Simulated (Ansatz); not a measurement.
Input of an Ansatz 0.2.0 run:

Contents of input.yaml:

```yaml
crystal:
  lattice:
    - [5.7246799319, 0.0, 0.0]
    - [-2.862339966, 4.9577182496, 0.0]
    - [0.0, 0.0, 24.9976815913]
  atoms:
    - { symbol: Al, position: [0.3333333333, 0.1666666667, 0.3200296784] }
    - { symbol: Al, position: [0.3333333333, 0.6666666667, 0.3200296784] }
    - { symbol: Al, position: [0.8333333333, 0.1666666667, 0.3200296784] }
    - { symbol: Al, position: [0.8333333333, 0.6666666667, 0.3200296784] }
    - { symbol: Al, position: [0.6666666667, 0.3333333333, 0.4135219803] }
    - { symbol: Al, position: [0.6666666667, 0.8333333333, 0.4135219803] }
    - { symbol: Al, position: [0.1666666667, 0.3333333333, 0.4135219803] }
    - { symbol: Al, position: [0.1666666667, 0.8333333333, 0.4135219803] }
    - { symbol: Al, position: [0.0, 0.5, 0.5070142823] }
    - { symbol: Al, position: [0.0, 0.0, 0.5070142823] }
    - { symbol: Al, position: [0.5, 0.5, 0.5070142823] }
    - { symbol: Al, position: [0.5, 0.0, 0.5070142823] }
    - { symbol: O, position: [0.2947641794, 0.394930328, 0.6304857326] }
    - { symbol: O, position: [0.2602724546, 0.4921452479, 0.5853015424] }
    - { symbol: H, position: [0.149901704, 0.3805855205, 0.6543679473] }
    - { symbol: H, position: [0.1666666667, 0.3333333333, 0.5614193276] }
hamiltonian:
  xc: pbe
  pseudopotentials: { kind: paw }
kpoints:
  mp_grid: { grid: [6, 6, 1] }
scf:
  occupations: { method: fermi_dirac, width: 0.05 }
output:
  forces: true
  eigenvalues: true
efield:
  axis: 3
  dipole_correction: true
  ramp_width: 0.04
```

Potentials or basis: Ansatz PAW.

Command:

```console
$ ansatz run input.yaml --threads 4 --pin off --max-ram 11264MiB --backend cpu --events-out ev --progress --plain --runs-dir out
```

(1) What does it give for the band gap on the k mesh?

(2) Predict the dipole across the slab.

(3) Predict the work function of the lower face.

(4) Estimate the work function of the upper face.

Answers

(1) none (metal or under the smearing width).

(2) 0.187 e·Å.

(3) 3.96 eV.

(4) 2.77 eV.
